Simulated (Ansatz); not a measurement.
# Sb (diamond type): a single-point run

The task is a single-point run on Sb (diamond type). The structure is shown as the input types it.

Program: Ansatz 0.2.0. Level of theory: DFT, LDA, PAW with Ansatz's default frozen-core files, scalar-relativistic. These are calculated values, not measurements.

## (1) The starting structure

The structure is cubic, space group Fd-3m (No. 227). Conventional cell: a = 5.407 Å, b = 5.407 Å, c = 5.407 Å, α = 90.00°, β = 90.00°, γ = 90.00°. Around Sb (site symmetry -43m) lie 4 Sb at 2.34 Å.

The input asks for a charge of +10 e on the cell.

As a file:

```cif
data_structure
_symmetry_space_group_name_H-M 'P 1'
_symmetry_Int_Tables_number 1
_cell_length_a 3.8236
_cell_length_b 3.8236
_cell_length_c 3.8236
_cell_angle_alpha 60.000
_cell_angle_beta 60.000
_cell_angle_gamma 60.000
_cell_volume 39.53
loop_
_atom_site_label
_atom_site_type_symbol
_atom_site_fract_x
_atom_site_fract_y
_atom_site_fract_z
_atom_site_occupancy
Sb1 Sb 0.87500 0.87500 0.87500 1
Sb2 Sb 0.12500 0.12500 0.12500 1
```

## (2) Running it

Contents of input.yaml:

```yaml
crystal:
  lattice:
    - [0.0, 2.7036962017, 2.7036962017]
    - [2.7036962017, 0.0, 2.7036962017]
    - [2.7036962017, 2.7036962017, 0.0]
  atoms:
    - { symbol: Sb, position: [-0.125, -0.125, -0.125] }
    - { symbol: Sb, position: [0.125, 0.125, 0.125] }
kpoints:
  mp_grid: { grid: [10, 10, 10] }
scf:
  occupations: { method: fermi_dirac, width: 0.1 }
  max_iter: 80
hamiltonian:
  xc: lda
  pseudopotentials: { kind: paw }
output:
  forces: true
  stress: true
  eigenvalues: true
  populations: true
total_charge: 10
```

The run is started by

```bash
$ ansatz run input.yaml --threads 1 --pin off --max-ram 2048MiB --backend cpu --events-out ev --progress --plain --runs-dir out
```

**Question.** How will this run end, and is anything wrong with its input?

This run ends as converged. It gives a pressure of 231 GPa, which is large; a structure far from rest gives such values too, whatever the setting.

The suspect setting: total_charge is 10. The typed charge changes the electron count, so this is no longer the system that was meant.

To check: delete total_charge (the default then holds).
